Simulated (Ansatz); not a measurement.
Bi2Te3 (Tellurobismuthite) under changes of volume

One of the cells (33.871 Å³/atom); the others are scaled copies at fixed shape and fractional positions:

```
CELL_PARAMETERS angstrom
2.19300 1.26613 10.16567
-2.19300 1.26613 10.16567
0.00000 -2.53226 10.16567
ATOMIC_POSITIONS crystal
Bi 0.60000 0.60000 0.60000
Bi 0.40000 0.40000 0.40000
Te 0.79050 0.79050 0.79050
Te 0.20950 0.20950 0.20950
Te 0.00000 0.00000 0.00000
```

```yaml
Program: Ansatz 0.2.0
Functional: PBEsol
Potentials_or_basis: all-electron LAPW, scalar-relativistic
Cutoff: 203 eV (chosen from the basis error)
Basis_error_allowed: 0.001 eV/atom
k_mesh: 7 × 7 × 7
Occupations: fermi-dirac, width 0.05 eV
Spin: no spin polarisation
```

```tsv
volume (Å³/atom)	energy over the lowest point (meV/atom)	pressure (GPa)	gap on the mesh (eV)	largest force (eV/Å)
31.839	14.54	3.0	0.20	0.296
32.517	4.58	1.7	0.21	0.150
33.194	0.00	0.5	0.23	0.014
33.871	0.23	-0.6	0.24	0.112
34.549	4.76	-1.5	0.25	0.230
35.226	13.12	-2.4	0.26	0.340
35.904	?	?	?	?
```

Q: What does the run at 35.904 Å³/atom give?

A: Energy over the lowest point 24.91 meV/atom; pressure -3.2 GPa; gap on the mesh 0.27 eV; largest force 0.441 eV/Å.

Worked out: A Birch-Murnaghan fit of order 3 (a polynomial in V^(-2/3)) to the other rows has its minimum at 33.50 Å³/atom with B0 = V·E''(V) = 53 GPa and B' = 4.5 at fixed shape and positions, which overstates the stiffness. It gives 24.94 meV/atom at 35.904 Å³/atom, against the run's 24.91, and -dE/dV = -3.2 GPa, against -3.2. A straight line through the other rows of the gap, of slope 0.608 eV per unit of ln V (its deformation potential), extrapolates to 0.27 eV, against the run's 0.27.

Energies are extrapolated to zero smearing.

Caveats: spin-orbit coupling is left out, which as a rule narrows the gap of such compounds by several tenths of an eV; an odd mesh through Γ misses points on the zone boundary, where band edges often lie.
